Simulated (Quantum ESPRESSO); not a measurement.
Input of a Quantum ESPRESSO 7.5 run:

pw.in

```
&CONTROL
  calculation = 'scf'
  prefix = 'pwscf'
  outdir = './tmp'
  pseudo_dir = './pseudo'
  tprnfor = .true.
  disk_io = 'low'
/
&SYSTEM
  ibrav = 0
  celldm(1) = 8
  nat = 3
  ntyp = 2
  ecutwfc = 76
  nbnd = 12
  occupations = 'smearing'
  smearing = 'fd'
  degauss = 0.00367493
/
&ELECTRONS
  conv_thr = 3d-09
  electron_maxstep = 150
  mixing_beta = 0.3
  mixing_mode = 'local-TF'
/
ATOMIC_SPECIES
B     10.8100 B.upf
P     30.9738 P.upf
CELL_PARAMETERS alat
  0.7028930806852  -0.0000000000000   0.0000000000000
 -0.3514465403426   0.6087233035798   0.0000000000000
  0.0000000000000   0.0000000000000   6.8629018316998
ATOMIC_POSITIONS crystal
B      0.0000000000    0.0000000000    0.2757200000
P      0.6666700000    0.3333300000    0.3162800000
P      0.3333300000    0.6666700000    0.2351600000
K_POINTS automatic
10 10 1 0 0 0
```

Contents of pp_density.in:

```
&INPUTPP
  prefix = 'pwscf'
  outdir = './tmp'
  filplot = 'density.dat'
  plot_num = 0
/
&PLOT
  nfile = 1
  filepp(1) = 'density.dat'
  iflag = 3
  output_format = 6
  fileout = 'density.cube'
/
```

File pp_potential.in:

```
&INPUTPP
  prefix = 'pwscf'
  outdir = './tmp'
  filplot = 'potential.dat'
  plot_num = 11
/
&PLOT
  nfile = 1
  filepp(1) = 'potential.dat'
  iflag = 3
  output_format = 6
  fileout = 'potential.cube'
/
```

Contents of pp_elf.in:

```
&INPUTPP
  prefix = 'pwscf'
  outdir = './tmp'
  filplot = 'elf.dat'
  plot_num = 8
/
&PLOT
  nfile = 1
  filepp(1) = 'elf.dat'
  iflag = 3
  output_format = 6
  fileout = 'elf.cube'
/
```

Potentials or basis: PseudoDojo 0.4.1 SR PBE standard.

The run is started by

```sh
$ OMP_NUM_THREADS=1 pw.x -in pw.in > pw.out
$ OMP_NUM_THREADS=1 pp.x -in pp_density.in > pp_density.out
$ OMP_NUM_THREADS=1 pp.x -in pp_potential.in > pp_potential.out
$ OMP_NUM_THREADS=1 pp.x -in pp_elf.in > pp_elf.out
```

Predict the work function of the upper face.

4.97 eV.

What does it give for the work function of the lower face?

4.97 eV.

Predict the band gap on the k mesh.

none (metal or under the smearing width).

Forces on the atoms (eV/Å):
```
B    0.000  0.000  0.000
P    0.000  0.000  0.147
P    0.000  0.000 -0.147
```
